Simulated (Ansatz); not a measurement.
## LiMg2, space group P6_3/mmc: a single point from an input typed as a dict, step by step

With the Ansatz DFT code, driven from Python.

Typed at the interpreter:
```pycon
>>> import ansatz as az
>>> import numpy as np
>>> inputs = {
...     "crystal": {
...         "lattice": [[3.159094, 0.0, 0.0], [-1.579547, 2.735855, 0.0], [0.0, 0.0, 14.970791]],
...         "atoms": [
...             {"symbol": "Li", "position": [0.333333, 0.666667, 0.25]},
...             {"symbol": "Li", "position": [0.666667, 0.333333, 0.75]},
...             {"symbol": "Mg", "position": [0.666667, 0.333333, 0.41403]},
...             {"symbol": "Mg", "position": [0.666667, 0.333333, 0.08597]},
...             {"symbol": "Mg", "position": [0.333333, 0.666667, 0.91403]},
...             {"symbol": "Mg", "position": [0.333333, 0.666667, 0.58597]},
...         ],
...     },
...     "kpoints": {"mp_grid": {"grid": [8, 8, 2]}},
...     "hamiltonian": {"xc": "lda"},
...     "scf": {"occupations": {"method": "gaussian", "width": 0.15}},
...     "basis": {"ecutwfc": 510},
...     "output": {"stress": True, "eigenvalues": True},
... }
>>> done = az.Session.from_dict(inputs).plan(threads=1).execute()
DeckWarning: the atoms were moved onto the symmetric positions of the space group found under crystal.symmetry.tolerance 1.0e-5 (fractional; no operation is sought that the atoms, as they stand in a round, miss by more than twice it, and no atom is moved by as much as it), and the run uses the moved positions. Before [...]
>>> summary = done.report
>>> {key: value for key, value in summary.items() if isinstance(value, (int, float)) and "ev" in key}
{'n_hpsi_unsolved_levels': 468, 'gap_by_band_count_ev': -2.9078530052728575, 'fermi_energy_ev': 4.079338821424025, 'harris_foulkes_ev': -8009.876523930655, 'free_energy_ev': -8009.876523930855, 'internal_energy_ev': -8009.835290176418, 'lagrangian_ev': -8009.876523930855, 'energy_sigma0_ev': -8009.855907053637, 'lagrangian_sigma0_ev': -8009.855907053637, 'lagrangian_above_aufbau_ev': -0.03235519326345646, 'entropy_ts_ev': 0.04123375443682464, 'loop_fermi_energy_ev': 4.079338821424025, 'occupations_fermi_energy_ev': 4.079338821424025}
>>> summary["n_iterations"], summary["closed_by"]
(7, 'deck_thresholds')
>>> print(f"free energy      {summary['free_energy_ev']:.5f} eV")
free energy      -8009.87652 eV
>>> print(f"per atom         {summary['free_energy_ev'] / len(done.lattice.sites):.5f} eV")
per atom         -1334.97942 eV
>>> print(f"SCF iterations   {summary['n_iterations']}  (converged: {summary['converged']})")
SCF iterations   7  (converged: True)
>>> edges = summary.get("band_edges_ev")
>>> if edges:
...     print(f"band edges on the mesh: {edges[0]:.3f} and {edges[1]:.3f} eV, gap {edges[1] - edges[0]:.3f} eV")
... else:
...     print("no band edges reported (a metal, or a gap too narrow for this smearing); Fermi level", round(summary["fermi_energy_ev"], 3), "eV")
...
no band edges reported (a metal, or a gap too narrow for this smearing); Fermi level 4.079 eV
>>> print("band  energy (eV)  occupation, at k =", summary["kpoints_frac"][0])
band  energy (eV)  occupation, at k = [0.0, 0.0, 0.0]
>>> for band, (e, occ) in enumerate(zip(summary["eigenvalues_ev"][0], summary["occupations"][0]), start=1):
...     print(f"{band:4d} {e:12.4f} {occ:9.4f}")
...
   1     -71.0579    2.0000
   2     -71.0579    2.0000
   3     -71.0560    2.0000
   4     -71.0560    2.0000
   5     -41.4243    2.0000
   6     -41.4243    2.0000
   7     -38.4982    2.0000
   8     -38.4982    2.0000
   9     -38.4797    2.0000
  10     -38.4797    2.0000
  11     -38.4679    2.0000
  12     -38.4679    2.0000
  13     -38.4679    2.0000
  14     -38.4679    2.0000
  15     -38.4652    2.0000
  16     -38.4652    2.0000
  17     -38.4652    2.0000
  18     -38.4652    2.0000
  19      -2.1954    2.0000
  20      -2.0520    2.0000
  21      -0.5943    2.0000
  22       0.1058    2.0000
  23       1.5591    2.0000
  24       3.1904    2.0000
  25       4.7665    0.0000
  26       7.6684    0.0000
  27       8.7517    0.0000
  28      12.7867    0.0000
  29      14.1818    0.0000
>>> # the stress is positive in compression
>>> sigma = summary["stress_gpa"]
>>> voigt = [sigma[0][0], sigma[1][1], sigma[2][2], sigma[1][2], sigma[0][2], sigma[0][1]]
>>> print("stress xx yy zz yz xz xy (GPa, compression positive):", " ".join(f"{s:.3f}" for s in voigt))
stress xx yy zz yz xz xy (GPa, compression positive): -1.202 -1.202 -1.811 0.000 0.000 0.000
>>> print("P =", round(10 * float(np.mean(voigt[:3])), 2), "kbar")
P = -14.05 kbar
```

Caveats:
- Absolute energies stand on the zero of these potentials, so only differences at equal settings mean something.
- The computed bands are complete only to about 2.5 eV above the Fermi level.
- The mesh is modest for a metal, so energies can be off by several to tens of meV an atom and pressures by half a GPa or more; differences at equal mesh fare better.
- The zero of the levels is a convention of the potentials, so an absolute Fermi energy is no work function.
- A gap by band count of zero or less means overlapping bands, a metal.
- The structure comes from a database of computed cells and needn't be a stable or known phase.
- Levels are Kohn-Sham eigenvalues on this mesh.
- Warnings are shown shortened and without file and line.
- The whole script took 3.7 s on 1 thread of Arm Neoverse V2, on a shared host, peak memory 0.42 GiB.

(Lines on the test bed's own set-up are left out of the output.)
